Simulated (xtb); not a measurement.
**AlCl2F (SMILES [F][Al]([Cl])[Cl]): a chain of runs**

We compute a structure relaxation (GFN2-xTB), then vibrational wavenumbers, then the harmonic vibrations, then the harmonic vibrations of AlCl2F. 

Program for the calculation: xtb 6.7.1 later snapshot.

## 1. The structure to begin with

AlCl2F has 4 atoms, charge 0, and is taken as a singlet. As SMILES, `[F][Al]([Cl])[Cl]`. The shape comes from GFN2-xTB, which is rough for such elements, and wasn't checked as a minimum. The run starts from this shape.

Bond lengths: Al1–Cl2 2.019 Å, Al1–Cl3 2.019 Å, Al1–F4 1.655 Å. Angles: Cl2–Al1–Cl3 127.3°, Cl2–Al1–F4 116.4°, Cl3–Al1–F4 116.4°.

## 2. A structure relaxation at GFN2-xTB (ALPB dmf) (run 1)

The input, coord:

```
$coord
     -0.033410357883     -0.055765817938     -0.000056691784  al
      3.769871337800     -0.352471716765      0.026909700015  cl
     -2.100714046440      3.149871093571     -0.030689152264  cl
     -1.635746933476     -2.741633558868      0.003836144033  f
$end
```

Run with:

```sh
xtb coord --chrg 0 -u 0 --opt vtight --alpb dmf > xtb.out 2> xtb.err
```

What it wrote:

```text
* xtb version 6.7.1
[...]
      * Solvation model:               ALPB
        Solvent                        dmf
[...]
        Solvent mass                       7.3100E+01 g/mol
[...]
          :  # basis functions                  34          :
[...]
          :  # electrons                        24          :
[...]
          :  Hamiltonian                  GFN2-xTB          :
[...]
          :  net charge                          0          :
          :  unpaired electrons                  0          :
[...]
   *** convergence criteria satisfied after 14 iterations ***
[...]
   *** GEOMETRY OPTIMIZATION CONVERGED AFTER 6 ITERATIONS ***
[...]
   *** convergence criteria satisfied after 3 iterations ***
[...]
         ::                     SUMMARY                     ::
         :::::::::::::::::::::::::::::::::::::::::::::::::::::
         :: total energy             -15.126954635435 Eh    ::
         :: w/o Gsasa/hb/shift       -15.122048547254 Eh    ::
         :: gradient norm              0.000107024549 Eh/a0 ::
         :: HOMO-LUMO gap              4.676488241053 eV    ::
         ::.................................................::
         :: SCC energy               -15.164653453048 Eh    ::
         :: -> isotropic ES            0.056210870146 Eh    ::
         :: -> anisotropic ES          0.001865632513 Eh    ::
         :: -> anisotropic XC         -0.004198254709 Eh    ::
         :: -> dispersion             -0.002600341327 Eh    ::
         :: -> Gsolv                  -0.005798735317 Eh    ::
         ::    -> Gelec               -0.000892647136 Eh    ::
         ::    -> Gsasa               -0.010914684632 Eh    ::
         ::    -> Ghb                  0.000000000000 Eh    ::
         ::    -> Gshift               0.006008596451 Eh    ::
[...]
        12        2.0000           -0.4610174             -12.5449 (HOMO)
        13                         -0.2891596              -7.8684 (LUMO)
[...]
     #   Z          covCN         q      C6AA      α(0)
     1  13          2.210     0.425   125.128    25.086
     2  17          0.769    -0.082   101.543    15.414
     3  17          0.769    -0.082   101.539    15.414
     4   9          0.672    -0.261    11.899     4.072
[...]
     #   Z sym  total        # sym  WBO       # sym  WBO       # sym  WBO
 ---------------------------------------------------------------------------
     1  13      3.977 --     3      1.390     2      1.390     4      1.196
     2  17      1.538 --     1      1.390
     3  17      1.539 --     1      1.390
     4   9      1.296 --     1      1.196
 ---------------------------------------------------------------------------
[...]
molecular dipole:
                 x           y           z       tot (Debye)
 q only:        0.280       0.470      -0.001
   full:        0.312       0.523      -0.001       1.548
molecular quadrupole (traceless):
[...]
          | TOTAL ENERGY              -15.126954635435 Eh   |
          | GRADIENT NORM               0.000107024549 Eh/α |
          | HOMO-LUMO GAP               4.676488241053 eV   |
           -------------------------------------------------
[...]
```

Standard error:

```text
normal termination of xtb
```

It took 0.038 s on 1 thread of Arm Neoverse V2, shared host.

The path in brief:

```
step  energy from the first frame kept (eV)
   0                                 0.0000
   1                                -0.0006
   2                                -0.0009
   3                                -0.0007
   4                                -0.0009
   5                                -0.0009
```

After the run. Bond lengths: Al1–Cl2 2.018 Å, Al1–Cl3 2.018 Å, Al1–F4 1.661 Å. Angles: Cl2–Al1–Cl3 128.8°, Cl2–Al1–F4 115.6°, Cl3–Al1–F4 115.6°.

## 3. The harmonic vibrations at GFN2-xTB (ALPB dmf) (run 2)

The input, coord:

```
$coord
     -0.020541322975     -0.033977275721     -0.000094486306  al
      3.777165680641     -0.379778259266      0.027098672627  cl
     -2.128190664292      3.143842867234     -0.030840330354  cl
     -1.628433693374     -2.730087332247      0.003817246772  f
$end
```

Run with:

```sh
xtb coord --gfn 2 --hess --uhf 0 --alpb dmf > xtb.out
```

What it wrote, shortened:

```text
* xtb version 6.7.1
[...]
      * Solvation model:               ALPB
        Solvent                        dmf
[...]
        Solvent mass                       7.3100E+01 g/mol
[...]
          :  # basis functions                  34          :
[...]
          :  # electrons                        24          :
[...]
          :  Hamiltonian                  GFN2-xTB          :
[...]
          :  net charge                          0          :
          :  unpaired electrons                  0          :
[...]
   *** convergence criteria satisfied after 14 iterations ***
[...]
         ::                     SUMMARY                     ::
         :::::::::::::::::::::::::::::::::::::::::::::::::::::
         :: total energy             -15.126954635152 Eh    ::
         :: w/o Gsasa/hb/shift       -15.122048552689 Eh    ::
         :: gradient norm              0.000104184301 Eh/a0 ::
         :: HOMO-LUMO gap              4.676612733667 eV    ::
         ::.................................................::
         :: SCC energy               -15.164653828098 Eh    ::
         :: -> isotropic ES            0.056218667682 Eh    ::
         :: -> anisotropic ES          0.001865864405 Eh    ::
         :: -> anisotropic XC         -0.004198207398 Eh    ::
         :: -> dispersion             -0.002600348931 Eh    ::
         :: -> Gsolv                  -0.005798751506 Eh    ::
         ::    -> Gelec               -0.000892669043 Eh    ::
         ::    -> Gsasa               -0.010914678914 Eh    ::
         ::    -> Ghb                  0.000000000000 Eh    ::
         ::    -> Gshift               0.006008596451 Eh    ::
[...]
        12        2.0000           -0.4610175             -12.5449 (HOMO)
        13                         -0.2891590              -7.8684 (LUMO)
[...]
molecular dipole:
                 x           y           z       tot (Debye)
 q only:        0.280       0.470      -0.001
   full:        0.312       0.523      -0.001       1.548
molecular quadrupole (traceless):
[...]
          | TOTAL ENERGY              -15.126954635627 Eh   |
          | TOTAL ENTHALPY            -15.115496862136 Eh   |
          | TOTAL FREE ENERGY         -15.151225073670 Eh   |
          | GRADIENT NORM               0.000104884338 Eh/α |
[...]
```

Standard error:

```text
normal termination of xtb
```

It also wrote vibspectrum:

```text
$vibrational spectrum
#  mode     symmetry     wave number   IR intensity    selection rules
#                         cm**(-1)      (km*mol⁻¹)        IR
     1                      -0.00         0.00000          -
     2                      -0.00         0.00000          -
     3                      -0.00         0.00000          -
     4                       0.00         0.00000          -
     5                       0.00         0.00000          -
     6                       0.00         0.00000          -
     7        a            113.24         5.12817         YES
     8        a            162.12        40.68083         YES
     9        a            236.38        14.42913         YES
    10        a            427.47         0.31998         YES
    11        a            652.70       148.08239         YES
    12        a            748.39       139.27811         YES
$end
```

It took 0.083 s on 1 thread of Arm Neoverse V2, shared host.

## 4. The harmonic vibrations at GFN2-xTB (ALPB dmf, Cl2, Cl3 given mass 36.9659 u) (run 3)

The input, xtb.inp:

```
$hess
   modify mass: 2,36.9659
   modify mass: 3,36.9659
$end
```

coord is that of step 3.

Run with:

```sh
xtb coord -I xtb.inp --hess --alpb dmf | tee run.log
```

What it wrote, shortened:

```text
* xtb version 6.7.1
[...]
      * Solvation model:               ALPB
        Solvent                        dmf
[...]
        Solvent mass                       7.3100E+01 g/mol
[...]
          :  # basis functions                  34          :
[...]
          :  # electrons                        24          :
[...]
          :  Hamiltonian                  GFN2-xTB          :
[...]
          :  net charge                          0          :
          :  unpaired electrons                  0          :
[...]
   *** convergence criteria satisfied after 14 iterations ***
[...]
         ::                     SUMMARY                     ::
         :::::::::::::::::::::::::::::::::::::::::::::::::::::
         :: total energy             -15.126954635152 Eh    ::
         :: w/o Gsasa/hb/shift       -15.122048552689 Eh    ::
         :: gradient norm              0.000104184301 Eh/a0 ::
         :: HOMO-LUMO gap              4.676612733667 eV    ::
         ::.................................................::
         :: SCC energy               -15.164653828098 Eh    ::
         :: -> isotropic ES            0.056218667682 Eh    ::
         :: -> anisotropic ES          0.001865864405 Eh    ::
         :: -> anisotropic XC         -0.004198207398 Eh    ::
         :: -> dispersion             -0.002600348931 Eh    ::
         :: -> Gsolv                  -0.005798751506 Eh    ::
         ::    -> Gelec               -0.000892669043 Eh    ::
         ::    -> Gsasa               -0.010914678914 Eh    ::
         ::    -> Ghb                  0.000000000000 Eh    ::
         ::    -> Gshift               0.006008596451 Eh    ::
[...]
        12        2.0000           -0.4610175             -12.5449 (HOMO)
        13                         -0.2891590              -7.8684 (LUMO)
[...]
molecular dipole:
                 x           y           z       tot (Debye)
 q only:        0.280       0.470      -0.001
   full:        0.312       0.523      -0.001       1.548
molecular quadrupole (traceless):
[...]
          | TOTAL ENERGY              -15.126954635627 Eh   |
          | TOTAL ENTHALPY            -15.115515837197 Eh   |
          | TOTAL FREE ENERGY         -15.151353151060 Eh   |
          | GRADIENT NORM               0.000104884338 Eh/α |
[...]
```

Standard error:

```text
normal termination of xtb
```

It also wrote vibspectrum:

```text
$vibrational spectrum
#  mode     symmetry     wave number   IR intensity    selection rules
#                         cm**(-1)      (km*mol⁻¹)        IR
     1                      -0.00         0.00000          -
     2                      -0.00         0.00000          -
     3                      -0.00         0.00000          -
     4                      -0.00         0.00000          -
     5                       0.00         0.00000          -
     6                       0.00         0.00000          -
     7        a            111.79         4.99080         YES
     8        a            161.15        40.19042         YES
     9        a            235.78        14.41327         YES
    10        a            420.81         0.37418         YES
    11        a            648.44       147.70895         YES
    12        a            748.13       139.19744         YES
$end
```

Wall time 0.082 s (1 thread of Arm Neoverse V2, shared host).

## 5. The harmonic vibrations at GFN2-xTB (ALPB dmf, Cl3 given mass 36.9659 u) (run 4)

The input, .CHRG:

```
0
```

The input, .UHF:

```
0
```

The input, xcontrol:

```
$hess
   modify mass: 3,36.9659
$end
```

coord is that of step 4.

Run with:

```sh
xtb coord --alpb dmf --hess --input xcontrol --gfn 2 --parallel 1 > out.txt
```

What it wrote, shortened:

```text
* xtb version 6.7.1
[...]
      * Solvation model:               ALPB
        Solvent                        dmf
[...]
        Solvent mass                       7.3100E+01 g/mol
[...]
          :  # basis functions                  34          :
[...]
          :  # electrons                        24          :
[...]
          :  Hamiltonian                  GFN2-xTB          :
[...]
          :  net charge                          0          :
          :  unpaired electrons                  0          :
[...]
   *** convergence criteria satisfied after 14 iterations ***
[...]
         ::                     SUMMARY                     ::
         :::::::::::::::::::::::::::::::::::::::::::::::::::::
         :: total energy             -15.126954635152 Eh    ::
         :: w/o Gsasa/hb/shift       -15.122048552689 Eh    ::
         :: gradient norm              0.000104184301 Eh/a0 ::
         :: HOMO-LUMO gap              4.676612733667 eV    ::
         ::.................................................::
         :: SCC energy               -15.164653828098 Eh    ::
         :: -> isotropic ES            0.056218667682 Eh    ::
         :: -> anisotropic ES          0.001865864405 Eh    ::
         :: -> anisotropic XC         -0.004198207398 Eh    ::
         :: -> dispersion             -0.002600348931 Eh    ::
         :: -> Gsolv                  -0.005798751506 Eh    ::
         ::    -> Gelec               -0.000892669043 Eh    ::
         ::    -> Gsasa               -0.010914678914 Eh    ::
         ::    -> Ghb                  0.000000000000 Eh    ::
         ::    -> Gshift               0.006008596451 Eh    ::
[...]
        12        2.0000           -0.4610175             -12.5449 (HOMO)
        13                         -0.2891590              -7.8684 (LUMO)
[...]
molecular dipole:
                 x           y           z       tot (Debye)
 q only:        0.280       0.470      -0.001
   full:        0.312       0.523      -0.001       1.548
molecular quadrupole (traceless):
[...]
          | TOTAL ENERGY              -15.126954635627 Eh   |
          | TOTAL ENTHALPY            -15.115506350027 Eh   |
          | TOTAL FREE ENERGY         -15.151289120998 Eh   |
          | GRADIENT NORM               0.000104884338 Eh/α |
[...]
```

Standard error:

```text
normal termination of xtb
```

Wall time 0.082 s (1 thread of Arm Neoverse V2, shared host).

## 6. Summary of results

```
                                       quantity         value
       run 1, GFN2-xTB: total energy at the end  -15.12695 Eh
                 run 1, GFN2-xTB: dipole moment        1.55 D
                   run 1, GFN2-xTB: HOMO energy     -12.54 eV
                   run 1, GFN2-xTB: LUMO energy      -7.87 eV
                 run 1, GFN2-xTB: HOMO–LUMO gap       4.68 eV
             run 1, GFN2-xTB: dispersion energy  -6.83 kJ/mol
    run 1, GFN2-xTB: solvent term in the energy  -15.2 kJ/mol
run 1, GFN2-xTB: mean polarisability (D4 model)    60.0 bohr³
    run 2, GFN2-xTB: lowest harmonic wavenumber      113 cm⁻¹
   run 2, GFN2-xTB: highest harmonic wavenumber      748 cm⁻¹
             run 2, GFN2-xTB: zero-point energy   14.0 kJ/mol
    run 3, GFN2-xTB: lowest harmonic wavenumber      112 cm⁻¹
             run 3, GFN2-xTB: zero-point energy   13.9 kJ/mol
```

What this shows: The optimisation (run 1, GFN2-xTB) took 6 steps and changed the energy by -0.001 eV. All 6 modes (run 2, GFN2-xTB) are real, so the shape is a minimum at this level. Mulliken charges (run 2, GFN2-xTB) run from -0.26 on F4 to +0.42 on Al1. All 6 modes (run 3, GFN2-xTB) are real, so the shape is a minimum at this level. Mulliken charges (run 3, GFN2-xTB) run from -0.26 on F4 to +0.42 on Al1. All 6 modes (run 4, GFN2-xTB) are real, so the shape is a minimum at this level.
